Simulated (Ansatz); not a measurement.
SnSe2:

```
Sn Se
1.0
     3.81100    0.00000    0.00000
    -1.90550    3.30042    0.00000
     0.00000    0.00000    6.13600
Sn Se
1 2
Direct
  0.00000 0.00000 0.00000
  0.66667 0.33333 0.75100
  0.33333 0.66667 0.24900
```

```yaml
Program: Ansatz 0.2.0
Task: relaxation of cell and atoms
Functional: RPBE
Dispersion: D4
Potentials_or_basis: Ansatz PAW
Cutoff: "420 eV (not typed: the program's choice for these potentials)"
k_mesh: 8 × 8 × 5
Occupations: fermi-dirac, width 0.05 eV
Spin: no spin polarisation
```

At the start: volume 25.73 Å³/atom.

Task: How do energy, volume and symmetry change on relaxing?

Result: It ends after 6 steps and the volume is 24.72 Å³/atom (-3.9 %); space group P-3m1 (No. 164, to 0.05 Å).

The path:
```tsv
step	energy change (eV)	largest force (eV/Å)	volume (Å³)
1	0.0000	0.8279	77.18
2	-0.0711	0.0111	76.28
3	-0.0787	0.0023	74.23
4	-0.0796	0.0016	74.02
5	-0.0797	0.0018	74.15
6	-0.0791	0.0020	74.15
```

Final structure:
```
Sn Se
1.0
     3.81733    0.00000    0.00000
    -1.90866    3.30590    0.00000
     0.00000    0.00000    5.87596
Sn Se
1 2
Direct
  0.00000 0.00000 0.00000
  0.66667 0.33333 0.72827
  0.33333 0.66667 0.27173
```

Caveat: the plane-wave basis is chosen anew once the cell has moved, so the energies of steps on either side of that aren't comparable; the PAW data sets come from PBE, with cores solved anew for the run's functional, which leaves a small shift of forces and pressure.
